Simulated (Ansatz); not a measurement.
# Ti3Se4: the cost of one run

Computed with Ansatz 0.2.0 (DFT, PBE, plane-wave PAW, default files, scalar-relativistic, as far as a step names no other, unless a step's input says otherwise).

## (1) The starting structure

It takes space group P6_3/m (No. 176, hexagonal). The conventional cell has a = 9.901 Å, b = 9.901 Å, c = 3.576 Å, α = 90.00°, β = 90.00°, γ = 120.00°. Around Ti (site symmetry m) lie 6 Se at 2.55 to 2.66 Å. Se (site symmetry m) has 4 Ti at 2.55 to 2.66 Å as nearest neighbours. Se (site symmetry -6) is surrounded by 6 Ti at 2.60 Å.

As a file:

```
Ti Se
1.0
     9.90116    0.00000    0.00000
    -4.95058    8.57465    0.00000
     0.00000    0.00000    3.57632
Ti Se
6 8
Direct
  0.51100 0.64221 0.75000
  0.86879 0.51100 0.25000
  0.64221 0.13121 0.25000
  0.35779 0.86879 0.75000
  0.13121 0.48900 0.75000
  0.48900 0.35779 0.25000
  0.64810 0.95120 0.75000
  0.69690 0.64810 0.25000
  0.95120 0.30310 0.25000
  0.04880 0.69690 0.75000
  0.30310 0.35190 0.75000
  0.35190 0.04880 0.25000
  0.33333 0.66667 0.25000
  0.66667 0.33333 0.75000
```

## (2) Single point at the given positions

The input, input.yaml:

```yaml
crystal:
  lattice:
    - [9.901155537, 0.0, 0.0]
    - [-4.9505777685, 8.5746522219, 0.0]
    - [0.0, 0.0, 3.5763218]
  atoms:
    - { symbol: Ti, position: [0.51099702, 0.64221137, 0.75] }
    - { symbol: Ti, position: [0.86878565, 0.51099702, 0.25] }
    - { symbol: Ti, position: [0.64221137, 0.13121435, 0.25] }
    - { symbol: Ti, position: [0.35778863, 0.86878565, 0.75] }
    - { symbol: Ti, position: [0.13121435, 0.48900298, 0.75] }
    - { symbol: Ti, position: [0.48900298, 0.35778863, 0.25] }
    - { symbol: Se, position: [0.64809692, 0.95119672, 0.75] }
    - { symbol: Se, position: [0.6969002, 0.64809692, 0.25] }
    - { symbol: Se, position: [0.95119672, 0.3030998, 0.25] }
    - { symbol: Se, position: [0.04880328, 0.6969002, 0.75] }
    - { symbol: Se, position: [0.3030998, 0.35190308, 0.75] }
    - { symbol: Se, position: [0.35190308, 0.04880328, 0.25] }
    - { symbol: Se, position: [0.3333333333, 0.6666666667, 0.25] }
    - { symbol: Se, position: [0.6666666667, 0.3333333333, 0.75] }
kpoints:
  mp_grid: { grid: [4, 4, 8] }
scf:
  occupations: { method: fermi_dirac, width: 0.05 }
hamiltonian:
  xc: pbe
  pseudopotentials: { kind: paw }
output:
  forces: true
  stress: true
  populations: true
  efg: { quadrupole_moments_barn: { Ti: 0.247 }, contact_densities: true }
```

The run is started by

```bash
$ ansatz run input.yaml --threads 1 --pin off --max-ram 2560MiB --backend cpu --events-out ev --progress --plain --runs-dir out
```

Q: Estimate wall time and peak memory on 1 thread of Intel Xeon 6975P-C (Granite Rapids), shared host.

About 38 s, with a peak of 0.96 GiB.
